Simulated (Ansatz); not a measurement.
# CoGe3: magnetic order and moments

The task here is to estimate one member of a computed series from the others.

Computed with Ansatz 0.2.0 (DFT PBEsol, scalar-relativistic, plane waves, PAW, unless a step's input says otherwise).

### The system as given

It takes space group Pm-3m (No. 221, cubic). The conventional cell has a = 3.828 Å, b = 3.828 Å, c = 3.828 Å, α = 90.00°, β = 90.00°, γ = 90.00°. Around Ge (site symmetry 4/mmm) lie 8 Ge at 2.71 Å and 4 Co at 2.71 Å. Co (site symmetry m-3m) is surrounded by 12 Ge at 2.71 Å.

Coordinates:

```
CELL_PARAMETERS angstrom
3.82759 0.00000 0.00000
0.00000 3.82759 0.00000
0.00000 0.00000 3.82759
ATOMIC_POSITIONS crystal
Ge 0.00000 0.50000 0.50000
Ge 0.50000 0.00000 0.50000
Ge 0.50000 0.50000 0.00000
Co 0.00000 0.00000 0.00000
```

The structure is invented: a known structure type filled with these elements, not a reported compound.

Set-up of the first run:

(A quick probe on a coarse mesh, which set the mesh and smearing, is not shown.)

File input.yaml:

```yaml
crystal:
  lattice:
    - [3.8275878209, 0.0, 0.0]
    - [0.0, 3.8275878209, 0.0]
    - [0.0, 0.0, 3.8275878209]
  atoms:
    - { symbol: Ge, position: [0.0, 0.5, 0.5] }
    - { symbol: Ge, position: [0.5, 0.0, 0.5] }
    - { symbol: Ge, position: [0.5, 0.5, 0.0] }
    - { symbol: Co, position: [0.0, 0.0, 0.0] }
basis:
  ecutwfc: 420
kpoints:
  mp_grid: { grid: [6, 6, 6] }
hamiltonian:
  xc: pbesol
scf:
  occupations: { method: gaussian, width: 0.1 }
output:
  forces: true
  stress: true
  eigenvalues: true
relax:
  adjacent_minimum: "off"
  f_tol: 0.05
  max_steps: 80
  cell: { stress_tol: 0.5 }
```

Launch:

```sh
ansatz run input.yaml --threads 1 --pin off --max-ram 2560MiB --backend cpu --events-out ev --progress --plain --runs-dir out
```

Steps of the session up to this table: Coarse relaxation; Full relaxation; Start: large parallel starting moments; Start: antiferromagnetic, doubled cell, propagation vector (0, 0, 1/2); Start: antiferromagnetic, doubled cell, propagation vector (0, 1/2, 1/2); Start: antiferromagnetic, doubled cell, propagation vector (1/2, 1/2, 1/2).

One of the session's tables, all rows but one given; the rest of the session is left out.

It belongs to the step «Which state is lowest». 

| start | energy above the lowest (meV/atom) | pressure (GPa) |
| --- | --- | --- |
| antiferromagnetic, doubled cell, propagation vector (0, 0, 1/2) | 0.00 | 0.8 |
| large parallel starting moments | ? | ? |
| no spin | 6.30 | 0.0 |
| antiferromagnetic, doubled cell, propagation vector (0, 1/2, 1/2) | 6.30 | 0.0 |
| antiferromagnetic, doubled cell, propagation vector (1/2, 1/2, 1/2) | 6.30 | 0.0 |

Estimate the missing values for large parallel starting moments.

As computed: energy above the lowest (meV/atom): 6.11; pressure (GPa): 0.7. In the column «energy above the lowest (meV/atom)» it lies between antiferromagnetic, doubled cell, propagation vector (0, 0, 1/2) (0.00) and no spin (6.30).

Limits of these values: Only these starts were tried, so a lower state is not ruled out. Warnings in the runs' records: seeded moment not kept.
